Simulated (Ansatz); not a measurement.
What does this script print? It uses the Python package of Ansatz (0.2.0).

`methods_hrb.py`:
```python
'''One geometry of HRb, method by method.'''

import logging
import sys

import ansatz as az
from ase import Atoms

logging.basicConfig(stream=sys.stdout, format='%(levelname)s %(message)s')
log = logging.getLogger('hrb')
log.setLevel(logging.INFO)


def main() -> None:
    atoms = Atoms(['Rb', 'H'], positions=[
        (0.0, 0.0, 0.0),
        (0.0, 0.0, 2.38),
    ])
    mol = az.Crystal.molecule_from_ase(atoms)

    calculation = mol.calculation().basis(gaussian='def2-SVP')

    methods = ['mp2', 'ccsd', 'ccsd_t', 'ccsdt_q']
    batch = az.Session.batch([calculation.correlation(m).input() for m in methods])
    reports = sorted(batch.plan().execute().molecular_reports, key=lambda each: each['member'])
    log.info(f'Hartree-Fock reference {reports[0]["reference_energy_ev"] / 27.211386246:.6f} Ha')
    best = reports[-1]['free_energy_ev'] - reports[-1]['reference_energy_ev']
    for method, each in zip(methods, reports):
        gained = each['free_energy_ev'] - each['reference_energy_ev']
        log.info(f'{method:8s} total {each["free_energy_ev"] / 27.211386246:.6f} Ha  correlation {gained:9.4f} eV  ({100 * gained / best:.1f} % of the last)')


if __name__ == '__main__':
    main()
```

Running `python methods_hrb.py` prints:
```text
INFO Hartree-Fock reference -24.326859 Ha
INFO mp2      total -24.397331 Ha  correlation   -1.9176 eV  (82.1 % of the last)
INFO ccsd     total -24.410987 Ha  correlation   -2.2892 eV  (98.0 % of the last)
INFO ccsd_t   total -24.412560 Ha  correlation   -2.3320 eV  (99.9 % of the last)
INFO ccsdt_q  total -24.412686 Ha  correlation   -2.3355 eV  (100.0 % of the last)
```

The settings weren't tested for convergence. The geometry is a force-field or estimated start, not a minimum of this method, and the basis set is short of its limit. A lower total doesn't mark the better method: functionals have no common bound, and MP2 and coupled cluster aren't variational. def2 sets replace the cores of elements past krypton by effective core potentials. Inner cores stay frozen; a filled d shell under the valence of the heavier atoms is correlated with it.
